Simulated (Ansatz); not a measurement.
# P: the cost of one run

Computed with Ansatz 0.2.0 (DFT r2SCAN, scalar-relativistic, plane waves, PAW, unless a step's input says otherwise).

## (1) The structure to begin with

It takes space group R-3m (No. 166, trigonal). The conventional cell has a = 3.451 Å, b = 3.451 Å, c = 9.389 Å, α = 90.00°, β = 90.00°, γ = 120.00°. P (site symmetry 3m) is surrounded by 3 P at 2.29 Å.

As a file:

```xyz
2
Lattice="1.7257 0.9963 3.1297 -1.7257 0.9963 3.1297 0.0000 -1.9927 3.1297" Properties=species:S:1:pos:R:3 pbc="T T T"
P     0.0000    0.0000    2.1321
P     0.0000    0.0000    7.2570
```

It goes back to an entry of the Materials Project, which need not be the stable form.

The cell is taken as given, not relaxed at this level.

## (2) Zero of the scan

Input file input.yaml:

```yaml
crystal:
  lattice:
    - [1.725725178, 0.9963478961, 3.1296800121]
    - [-1.725725178, 0.9963478961, 3.1296800121]
    - [0.0, -1.9926957921, 3.1296800121]
  atoms:
    - { symbol: P, position: [0.22708025, 0.22708025, 0.22708025] }
    - { symbol: P, position: [0.77291975, 0.77291975, 0.77291975] }
basis:
  ecutwfc: 500
kpoints:
  mp_grid: { grid: [18, 18, 18] }
hamiltonian:
  xc: r2scan
scf:
  occupations: { method: gaussian, width: 0.15 }
output:
  forces: true
  stress: true
  eigenvalues: true
```

The run is started by

```
> ansatz run input.yaml --threads 1 --pin off --max-ram 2560MiB --backend cpu --events-out ev --progress --plain --runs-dir out
```

What time and memory should one allow on 1 thread of Intel Xeon 6975P-C (Granite Rapids), shared host?

About 11 s, with a peak of 0.63 GiB.
